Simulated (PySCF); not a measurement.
# Br4Cu ([CuBr4]2-): the cost of one run

Programs: PySCF 2.14.0, with routines of our own; each step states its level. All values are computed. Atoms count from 0.

## (1) The system as given

5 atoms, charge -2, states of the metal's open shell are computed; geometry from: model start, shaken.

## (2) Relaxing the molecule at PBE0-D3(BJ)/def2-SVP

Job settings and geometry (Å):

```
{"job": {"xc": "PBE0", "basis": "def2-SVP", "d3": "d3bj", "grid": 1, "maxiter": 45, "solvent": "water", "kind": "geom"}, "charge": -2, "metal": "Cu", "open_shell": "d9"}
Cu     0.000020     0.004480    -0.004110
Br     1.569560     1.576090     1.028990
Br    -1.582010    -1.562810     1.036480
Br    -1.592220     1.590260    -1.038510
Br     1.584500    -1.596870    -1.044310
```

The run is started by

```bash
$ OMP_NUM_THREADS=1 python lf_run.py task.json out
```

The driver reads the jobs from task.json and runs them one after another.

Q: Estimate the wall time and peak memory of this first job on 1 thread of Arm Neoverse V2, shared host.

About 6.7 min, with a peak of 1.1 GiB.
